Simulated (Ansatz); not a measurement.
The same calculation of Lu3Cd, space group Pm-3m as a Python script and as an input file (Ansatz 0.2.0 through its Python package).

The script, `lu3cd.py`:
```python
import warnings

import ansatz as az

warnings.simplefilter('ignore', az.DeckWarning)

xtal = (
    az.Lattice.cubic(4.760901)
    .space_group(221)
    .atom('Lu', (0.0, 0.5, 0.5))
    .atom('Cd', (0.0, 0.0, 0.0))
)

calculation = (
    xtal.calculation()
    .functional('PBEsol')
    .kpoints(mesh=(6, 6, 6))
    .occupations('Gaussian')
    .eigenstates(nscf_kmesh=(6, 6, 6), level_slopes=True)
)
surface = calculation.run(threads=1, pin='off').fermi_surface().to_plain()
for way, reading in surface.items():
    if reading:
        rho_lambda = [f'{v:.3e}' for v in reading['resistivity_times_mean_free_path_ohm_m2']]
        print(f'{way:24s} area {reading["spin_summed_area_per_ang2"]:8.3f} 1/A^2  rho*lambda (ohm m^2) {rho_lambda}')
```

Output of `python lu3cd.py`:
```text
by_tetrahedra            area   23.443 1/A^2  rho*lambda (ohm m^2) ['1.304e-15', '1.304e-15', '1.304e-15']
by_slopes                area   16.383 1/A^2  rho*lambda (ohm m^2) ['1.866e-15', '1.866e-15', '1.866e-15']
on_every_second_point    area   14.724 1/A^2  rho*lambda (ohm m^2) ['2.076e-15', '2.076e-15', '2.076e-15']
```

`input.yaml`:
```yaml
crystal:
  lattice:
    bravais: cubic
    a: 4.760901
  space_group: 221
  atoms:
    - { symbol: Lu, position: [0.0, 0.5, 0.5] }
    - { symbol: Cd, position: [0.0, 0.0, 0.0] }
kpoints:
  mp_grid:
    grid: [6, 6, 6]
hamiltonian:
  xc: pbesol
scf:
  occupations:
    method: gaussian
output:
  eigenstates:
    nscf_kmesh:
      grid: [6, 6, 6]
    de_dk: true
```

Reading the output:
- The mesh is modest for a metal, so energies can be off by several to tens of meV an atom and pressures by half a GPa or more; differences at equal mesh fare better.
- This cell is a computed structure, which may not be the phase found in nature.
- The three readings differ by the mesh error.
- Timing: 17 s on 1 thread of Arm Neoverse V1, on a shared host, peak memory 0.45 GiB.

(Lines on the test bed's own set-up are left out of the output.)
